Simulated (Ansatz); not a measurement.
# H₄OS₂Sn: two torsions

How does the energy of H4OS2Sn, SMILES [OH][SnH]([SH])[SH] change over two coordinates at once? A grid of runs gives the map.

The runs use Ansatz 0.2.0; RKS r2SCAN0-D4/def2-SVP.

## 1. The starting structure

SMILES `[OH][SnH]([SH])[SH]`, 8 atoms, charge 0, spin multiplicity 1.

Atoms are counted from 1 here; the program's logs count them from 0.

Bond lengths: O1–Sn2 2.006 Å, O1–H5 0.978 Å, Sn2–S3 2.442 Å, Sn2–S4 2.445 Å, Sn2–H6 1.725 Å, S3–H7 1.365 Å, S4–H8 1.364 Å. Angles: Sn2–O1–H5 109.9°, O1–Sn2–S3 109.1°, O1–Sn2–S4 112.8°, O1–Sn2–H6 101.9°, S3–Sn2–S4 103.8°, S3–Sn2–H6 116.7°, S4–Sn2–H6 112.9°, Sn2–S3–H7 90.8°, Sn2–S4–H8 92.3°.

Coordinates:

```
O    -1.06718    1.57653   -0.90299
Sn    0.02448    0.38537    0.28558
S     2.31825    0.31257   -0.54899
S    -0.69899   -1.94919    0.20904
H    -1.01421    1.26298   -1.82772
H    -0.21391    1.11209    1.83231
H     2.40348   -1.01793   -0.25684
H    -1.65973   -1.73962    1.15393
```

This geometry comes from a loose relaxation at PBE in a small basis, which is not shown.

## 3. Plan of the scan

- dihedral H5–O1–Sn2–S3: 15 values from −180 to 156 °, periodic
- dihedral O1–Sn2–S4–H8: 15 values from −180 to 156 °, periodic

Nothing else is relaxed (all other coordinates rigid). Energies count from the relaxed molecule at the same level. Points are written as (first, second).

(The set-up runs are not shown.)

## 4. Grid point (60°, −84°)

The input, input.yaml:

```yaml
crystal:
  periodic: [false, false, false]
  atoms:
    - { symbol: O, position_ang: [-1.043105, 1.529042, -0.894183] }
    - { symbol: Sn, position_ang: [0.025773, 0.379374, 0.291576] }
    - { symbol: S, position_ang: [2.317062, 0.4651, -0.438998] }
    - { symbol: S, position_ang: [-0.574443, -1.945094, 0.081964] }
    - { symbol: H, position_ang: [-1.013325, 1.260317, -1.81513] }
    - { symbol: H, position_ang: [-0.299897, 1.007748, 1.833323] }
    - { symbol: H, position_ang: [2.496196, -0.84557, -0.191194] }
    - { symbol: H, position_ang: [-1.602145, -1.838914, 0.94439] }
basis:
  gaussian: { orbitals: def2-SVP }
hamiltonian:
  xc: { name: r2SCAN0 }
  dispersion: d4
output:
  forces: true
```

Started as:

```
$ ansatz run input.yaml --threads 1 --pin off --max-ram 2560MiB --backend cpu --events-out ev --progress --plain --runs-dir out
```

Further runs follow: the other points that were computed.

What does the calculation give? Wanted: lowest point; highest computed point; largest force on an atom; dipole moment.

The runs gave:

| quantity | value |
| --- | --- |
| lowest point | (60°, −84°), 0.5 meV |
| highest computed point | (−60°, 156°), 239 meV above the lowest |
| largest force on an atom (eV/Å) | 0.02 at (60°, −84°) to 0.34 at (−84°, 12°); 0.02 at the lowest point |
| dipole moment (D) | 0.16 at (12°, −12°) to 3.33 at (−156°, −108°); 1.46 at the lowest point |
| time for the whole task | 34 min on 1 thread, shared host |

The lowest computed point is at (60°, −84°), 0.5 meV from the relaxed molecule at the same level. There are further wells near (60°, 84°) (16 meV above the lowest at that grid point); (−156°, 60°) (95 meV above the lowest at that grid point). The highest computed point, (−60°, 156°), lies 239 meV above the lowest. On the interpolated surface the easiest way out of the lowest well to the well at (60°, 84°) passes a barrier of about 45 meV. Round the minimum the two coordinates are nearly uncoupled.
